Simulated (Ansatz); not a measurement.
**CH₆AlNS: basis-set convergence**

An exercise on one series of results from a longer session: the logs are not shown, and one member is left open.

Computed with Ansatz 0.2.0, Gaussian basis. Level: one geometry, several basis sets.

The runs, in order: PBE0-D4/def2-SVP; ωB97M-V/def2-SVP; PBE0-D4/def2-QZVPP; ωB97M-V/def2-QZVPP; the functionals' def2-TZVPP values are taken from earlier runs.

## The relaxed structure

An earlier PBE0-D4 in a triple-zeta def2 set relaxation fixed the geometry.

10 atoms, charge 0, spin multiplicity 1.

Atoms are counted from 1 here; the program's logs count them from 0.

Bond lengths: N1–C2 1.524 Å, N1–Al3 1.994 Å, N1–H5 1.013 Å, N1–H6 1.012 Å, C2–Al3 1.969 Å, C2–S4 1.757 Å, C2–H7 1.087 Å, Al3–H8 1.584 Å, Al3–H9 1.585 Å, S4–H10 1.353 Å. Angles: C2–N1–Al3 66.5°, C2–N1–H5 110.9°, C2–N1–H6 114.5°, Al3–N1–H5 117.6°, Al3–N1–H6 128.5°, H5–N1–H6 109.7°, N1–C2–Al3 68.2°, N1–C2–S4 115.3°, N1–C2–H7 109.2°, Al3–C2–S4 124.6°, Al3–C2–H7 116.3°, S4–C2–H7 113.7°, N1–Al3–C2 45.2°, N1–Al3–H8 110.3°, N1–Al3–H9 111.7°, C2–Al3–H8 118.7°, C2–Al3–H9 115.9°, H8–Al3–H9 125.1° and more.

Geometry (Å):

```mol
CH6AlNS
  3D, bonds by distance, orders not assigned

 10 10  0  0  0  0  0  0  0  0999 V2000
   -0.9339    0.0403   -0.1528 N   0  0
    0.5396    0.4309   -0.1458 C   0  0
    0.0823   -0.7224    1.3835 Al  0  0
    1.4598   -0.0899   -1.5487 S   0  0
   -1.1408   -0.5750   -0.9309 H   0  0
   -1.5754    0.8230   -0.1567 H   0  0
    0.6257    1.4942    0.0624 H   0  0
    0.2289   -2.2910    1.2221 H   0  0
   -0.2554    0.0258    2.7398 H   0  0
    1.0524    0.8129   -2.4699 H   0  0
  1  2  8  0
  1  3  8  0
  1  5  8  0
  1  6  8  0
  2  3  8  0
  2  4  8  0
  2  7  8  0
  3  8  8  0
  3  9  8  0
  4 10  8  0
M  END
```

Set-up of the first run:

The input, in.yaml:

```yaml
crystal:
  periodic: [false, false, false]
  atoms:
    - {symbol: N, position_ang: [-0.933923, 0.040300, -0.152790]}
    - {symbol: C, position_ang: [0.539623, 0.430949, -0.145800]}
    - {symbol: Al, position_ang: [0.082335, -0.722443, 1.383491]}
    - {symbol: S, position_ang: [1.459778, -0.089889, -1.548665]}
    - {symbol: H, position_ang: [-1.140790, -0.574998, -0.930907]}
    - {symbol: H, position_ang: [-1.575358, 0.822972, -0.156692]}
    - {symbol: H, position_ang: [0.625689, 1.494233, 0.062361]}
    - {symbol: H, position_ang: [0.228922, -2.290998, 1.222083]}
    - {symbol: H, position_ang: [-0.255436, 0.025813, 2.739808]}
    - {symbol: H, position_ang: [1.052362, 0.812861, -2.469888]}
basis:
  gaussian: {orbitals: def2-SVP}
hamiltonian: {xc: pbe0, dispersion: d4}
output: {orbitals: {seedname: orbitals}}
```

Steps of the session up to this table: PBE0-D4 in def2-SVP; ωB97M-V in def2-SVP; PBE0-D4 in def2-QZVPP; ωB97M-V in def2-QZVPP.

One table of the session follows, with a row left open; its other results are not shown here.

It belongs to the step «Density functionals: the series». 

| functional | basis | HOMO (eV) | LUMO (eV) |
| --- | --- | --- | --- |
| PBE0-D4 | def2-SVP | -7.02 | 0.26 |
| PBE0-D4 | def2-TZVPP | -7.13 | -0.09 |
| PBE0-D4 | def2-QZVPP | ? | ? |
| ωB97M-V | def2-SVP | -9.20 | 1.91 |
| ωB97M-V | def2-TZVPP | -9.32 | 1.37 |
| ωB97M-V | def2-QZVPP | -9.35 | 0.79 |

**Question.** Estimate the row for PBE0-D4, def2-QZVPP.

The run gave: HOMO (eV): -7.15; LUMO (eV): -0.33. In the column «HOMO (eV)» it lies between ωB97M-V, def2-SVP (-9.20) and PBE0-D4, def2-TZVPP (-7.13).
